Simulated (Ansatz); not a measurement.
# C₂H₆FGa: small, medium and large basis sets

The task here is to estimate one member of a computed series from the others.

Method: one geometry, several basis sets; program: Ansatz 0.2.0, Gaussian basis.

Plan: PBE0-D4/def2-SVP; ωB97M-V/def2-SVP; PBE0-D4/def2-QZVPP; ωB97M-V/def2-QZVPP; the functionals' def2-TZVPP values are taken from earlier runs.

### The geometry

An earlier PBE0-D4 in a triple-zeta def2 set relaxation fixed the geometry.

10 atoms, charge 0, spin multiplicity 1.

Atoms are counted from 1 here; the program's logs count them from 0.

Bond lengths: C1–Ga2 1.954 Å, C1–H5 1.092 Å, C1–H6 1.093 Å, C1–H7 1.090 Å, Ga2–C3 1.954 Å, Ga2–F4 1.774 Å, C3–H8 1.090 Å, C3–H9 1.093 Å, C3–H10 1.092 Å. Angles: Ga2–C1–H5 110.9°, Ga2–C1–H6 110.3°, Ga2–C1–H7 110.2°, H5–C1–H6 107.4°, H5–C1–H7 109.2°, H6–C1–H7 108.7°, C1–Ga2–C3 133.8°, C1–Ga2–F4 113.1°, C3–Ga2–F4 113.1°, Ga2–C3–H8 110.2°, Ga2–C3–H9 110.4°, Ga2–C3–H10 110.9°, H8–C3–H9 108.8°, H8–C3–H10 109.1°, H9–C3–H10 107.4°.

The first run:

The input, in.yaml:

```yaml
crystal:
  periodic: [false, false, false]
  atoms:
    - {symbol: C, position_ang: [-0.833494, 1.374870, -0.821892]}
    - {symbol: Ga, position_ang: [-0.050557, -0.361585, -0.384935]}
    - {symbol: C, position_ang: [0.893935, -1.067179, 1.173735]}
    - {symbol: F, position_ang: [-0.228482, -1.551833, -1.687985]}
    - {symbol: H, position_ang: [-1.525865, 1.697791, -0.041349]}
    - {symbol: H, position_ang: [-0.051814, 2.134572, -0.900654]}
    - {symbol: H, position_ang: [-1.365522, 1.319983, -1.771656]}
    - {symbol: H, position_ang: [1.089036, -2.131932, 1.045869]}
    - {symbol: H, position_ang: [1.846620, -0.548740, 1.307652]}
    - {symbol: H, position_ang: [0.309241, -0.917045, 2.084014]}
basis:
  gaussian: {orbitals: def2-SVP}
hamiltonian: {xc: pbe0, dispersion: d4}
output: {orbitals: {seedname: orbitals}}
```

Among the steps run: PBE0-D4 in def2-SVP; ωB97M-V in def2-SVP; PBE0-D4 in def2-QZVPP; ωB97M-V in def2-QZVPP.

One table of the session follows, with a row left open; its other results are not shown here.

It belongs to the step «Functionals by basis». 

| functional | basis | HOMO (eV) |
| --- | --- | --- |
| PBE0-D4 | def2-SVP | -7.94 |
| PBE0-D4 | def2-TZVPP | -8.01 |
| PBE0-D4 | def2-QZVPP | -8.03 |
| ωB97M-V | def2-SVP | -10.14 |
| ωB97M-V | def2-TZVPP | ? |
| ωB97M-V | def2-QZVPP | -10.23 |

Estimate the missing values for ωB97M-V, def2-TZVPP.

The run gave: HOMO (eV): -10.21. In the column «HOMO (eV)» it lies between ωB97M-V, def2-QZVPP (-10.23) and ωB97M-V, def2-SVP (-10.14).
